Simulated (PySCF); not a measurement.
# C2H6AlAs: the cost of one run

The runs use PySCF 2.14.0, with density-fitted response routines of our own; the level of theory stands in each step. All values are computed, except where a source is named. Atoms count from 0, in the outputs and in this text.

## Step 1: The molecule as given

10 atoms, charge 0, multiplicity 1; geometry from: GFN2-xTB. The atoms were then displaced at random by about 0.01 Å, so the start is not that level's minimum.

Bonds of the start (Å): C0–C1 1.24, C1–Al2 1.97, Al2–As3 2.58, C0–H4 1.03, Al2–H5 1.56, Al2–H6 1.58, As3–H7 1.51, As3–H8 1.51, As3–H9 1.52.

## Step 2: Geometry optimisation at PBE0-D3(BJ)/def2-SVP

The job: settings as JSON, then the geometry in Å.

```
{"job": {"xc": "PBE0", "basis": "def2-SVP", "d3": "d3bj", "grid": 1, "shake": 0.01, "kind": "geom"}, "charge": 0, "multiplicity": 1}
C      1.732410    -2.110970     0.276150
C      1.406070    -0.939930     0.021930
Al     1.005000     0.942240    -0.380230
As    -1.541400     0.521570    -0.269660
H      1.967430    -3.093420     0.477900
H      1.140500     1.554570    -1.806120
H      0.963130     1.987830     0.798060
H     -2.581730    -0.559540    -0.430040
H     -1.393610     0.176760     1.189070
H     -2.647370     1.499950     0.101890
```

On the command line:

```sh
> OMP_NUM_THREADS=1 python probes_run.py task.json out
```

This one command runs all jobs of the session in turn.

Q: Estimate the wall time and peak memory of this first job on 1 thread of Arm Neoverse V1, shared host.

About 46 s, with a peak of 0.45 GiB.
